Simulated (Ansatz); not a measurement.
# Ag4: the cost of one run

Program: Ansatz 0.2.0. Level of theory: the levels named in each step. These are calculated values, not measurements.

### Step 1. The system as given

Bond lengths: Ag1–Ag2 2.827 Å, Ag2–Ag3 2.827 Å, Ag1–Ag4 2.827 Å, Ag2–Ag4 2.603 Å, Ag3–Ag4 2.826 Å. Angles: Ag1–Ag2–Ag3 125.2°, Ag1–Ag2–Ag4 62.6°, Ag3–Ag2–Ag4 62.6°, Ag2–Ag1–Ag4 54.8°, Ag2–Ag3–Ag4 54.8°, Ag1–Ag4–Ag2 62.6°, Ag1–Ag4–Ag3 125.2°, Ag2–Ag4–Ag3 62.6°.

As a file:

```xyz
4

Ag   -2.4918    0.2964   -0.0255
Ag   -0.1537   -1.2914    0.0455
Ag    2.4919   -0.2953    0.0254
Ag    0.1539    1.2913   -0.0455
```

### Step 2. A rough first relaxation, PBE-D4/def2-SVP

This run stands in another session on the same molecule. It ended at:

```xyz
4

Ag   -2.3989    0.2851   -0.0245
Ag   -0.1549   -1.3017    0.0458
Ag    2.3991   -0.2846    0.0245
Ag    0.1551    1.3022   -0.0459
```

### Step 3. Relaxation, PBE0-D4/def2-TZVPP

File input.yaml:

```yaml
crystal:
  periodic: [false, false, false]
  atoms:
    - { symbol: Ag, position_ang: [-2.39888782, 0.2850933, -0.02450199] }
    - { symbol: Ag, position_ang: [-0.15494627, -1.30169787, 0.04584363] }
    - { symbol: Ag, position_ang: [2.39908863, -0.2845533, 0.02448232] }
    - { symbol: Ag, position_ang: [0.15514546, 1.30221787, -0.04586396] }
basis:
  gaussian: { orbitals: def2-TZVPP }
hamiltonian:
  xc: pbe0
  dispersion: d4
relax:
  f_tol: 0.002
  max_steps: 150
```

Launch:

```sh
> ansatz run input.yaml --threads 4 --pin off --max-ram 10240MiB --backend cpu --events-out ev --progress --plain --runs-dir out
```

**Question.** How long does this run take on 4 threads of AMD EPYC 9R45 (Zen 5), shared host, and how much memory does it need?

About 7.1 s, with a peak of 0.77 GiB.
